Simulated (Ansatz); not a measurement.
# GaCF (triplet): the correlation ladder, cc-pVDZ

Aim: climb from Hartree-Fock through coupled cluster for GaCF (triplet) at one geometry and basis, and see what each rung misses.

Computed with Ansatz 0.2.0, Gaussian basis. Level: cc-pVDZ, core rule «outside noble gas», up to 16 orbitals frozen.

The runs, in order: UHF; CCSD(T) on ROHF; CCSD(T) on UHF; BCCD(T) on ROHF; CISD as a restricted active space (open shells left free, so some higher excitations enter); CCSDT(Q) on ROHF; CCSDT(Q) on UHF.

17 further runs of the same task are left out: 2 for a known fault of the program, 6 that didn't finish, 9 set aside as unsound or not needed. Runs told in other sessions of the task aren't counted.

**1. The geometry**

The geometry is a PBE0/def2-TZVP stationary point (not a proven minimum) of the parent state, kept for this charge and spin. No spin-orbit coupling is included. The filled d shell of Ga may be among the frozen orbitals whatever the setting's name suggests.

3 atoms, charge 0, spin multiplicity 3.

Atoms are counted from 1 here; the program's logs count them from 0.

Bond lengths: F1–C2 1.285 Å, C2–Ga3 1.971 Å. Angles: F1–C2–Ga3 140.9°.

**2. UHF**

Input file in.yaml:

```yaml
crystal:
  periodic: [false, false, false]
  atoms:
    - {symbol: F, position_ang: [0.000000, -0.164264, 2.265255]}
    - {symbol: C, position_ang: [0.000000, 0.407076, 1.113784]}
    - {symbol: Ga, position_ang: [0.000000, -0.025365, -0.809110]}
basis:
  gaussian: {orbitals: cc-pVDZ}
magnetization: {spin_polarized: true, initial_magnetization: 2}
hamiltonian: {xc: hf}
output: {orbitals: {seedname: orbitals}}
```

The run is started by

```console
$ ansatz run in.yaml --threads 1 --pin off --events-out ev --progress --plain --max-ram 2393MiB
```

After this run come: CCSD(T) on ROHF; CCSD(T) on UHF; BCCD(T) on ROHF; CISD as a restricted active space (open shells left free, so some higher excitations enter); CCSDT(Q) on ROHF; CCSDT(Q) on UHF.

Before running them: what should the planned runs give, taken together? Wanted: UCCSDT(Q) from the RHF energy; RMP2 from UCCSDT(Q); UMP2 from UCCSDT(Q); RCCSD from UCCSDT(Q); RCCSD(T) from UCCSDT(Q); UCCSD(T) from UCCSDT(Q); RCCSDT(Q) from UCCSDT(Q); T1 diagnostic.

As calculated:

| quantity | value |
| --- | --- |
| UCCSDT(Q) from the ROHF energy | -9.8131 eV |
| RMP2 from UCCSDT(Q) | +1112.3 meV |
| UMP2 from UCCSDT(Q) | +1147.4 meV |
| RCCSD from UCCSDT(Q) | +320.2 meV |
| RCCSD(T) from UCCSDT(Q) | +66.4 meV |
| UCCSD(T) from UCCSDT(Q) | +68.2 meV |
| RCCSDT(Q) from UCCSDT(Q) | +5.3 meV |
| levels within 1 kcal/mol (43 meV) | RCCSDT, UCCSDT, RCCSDT(Q) |
| T1 diagnostic | 0.042 |

RCCSD(T) misses by +66.4 meV, 0.7 % of the correlation energy. These misses are within one basis, not against nature; the frozen cores of restricted and unrestricted runs differ, which can shift their rows.
